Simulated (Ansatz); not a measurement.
**KAgBr2: a single-point run**

Wanted: a converged single-point run for KAgBr2, and a check of what comes out. The structure is shown as the input types it. The cell is built on a prototype (ordering on rocksalt) and needn't be the phase found in nature.

Method: density functional or hybrid calculation with the settings of its input, plane waves (as first typed), in Ansatz 0.2.0.

4 further runs of the same task are left out: 4 that didn't finish.

## Step 1: The starting structure

Symmetry: R-3m, No. 166, trigonal system. Conventional cell: a = 4.371 Å, b = 4.371 Å, c = 21.208 Å, α = 90.00°, β = 90.00°, γ = 120.00°. Around K (site symmetry -3m) lie 6 Br at 3.24 Å. Ag (site symmetry -3m) has 6 Br at 2.94 Å as nearest neighbours. Around Br (site symmetry 3m) lie 3 Ag at 2.94 Å and 3 K at 3.24 Å.

As a file:

```
CELL_PARAMETERS angstrom
2.18561 1.26186 7.06935
-2.18561 1.26186 7.06935
0.00000 -2.52373 7.06935
ATOMIC_POSITIONS crystal
K 0.00000 0.00000 0.00000
Ag 0.50000 0.50000 0.50000
Br 0.23773 0.23773 0.23773
Br 0.76227 0.76227 0.76227
```

## Step 2: Running it

The input, input.yaml:

```yaml
crystal:
  lattice:
    - [2.1856115241, 1.2618634018, 7.0693491411]
    - [-2.1856115241, 1.2618634018, 7.0693491411]
    - [0.0, -2.5237268035, 7.0693491411]
  atoms:
    - { symbol: K, position: [1.0, 0.0, 0.0] }
    - { symbol: Ag, position: [0.5, 0.5, 0.5] }
    - { symbol: Br, position: [0.2377266228, 0.2377266228, 0.2377266228] }
    - { symbol: Br, position: [0.7622733772, 0.7622733772, 0.7622733772] }
kpoints:
  mp_grid: { grid: [6, 6, 6] }
hamiltonian:
  xc: pbe
scf:
  occupations: { method: fixed }
  n_extra_bands: 5
  max_iter: 56
output:
  forces: true
  stress: true
  eigenvalues: true
basis:
  ecutrho_ratio: 1
```

Command:

```sh
$ ansatz run input.yaml --threads 4 --pin off --max-ram 3686MiB --backend cpu --events-out ev --progress --plain --runs-dir out
```

Q: Will this input give a usable result? If not, why, and what should change?

This run ends as converged, with warnings (cutoff below recommended). Its log warns: «basis.ecutrho_ratio = 1 (ecutrho = 420 eV) is below the records' recommended 1680 eV»

In the input, basis.ecutrho_ratio is 1. The grid or cutoff for the density and potential is too coarse for the wavefunction basis: a density holds Fourier components up to twice the waves' wavevector.

The test: delete basis.ecutrho_ratio (the default then holds).
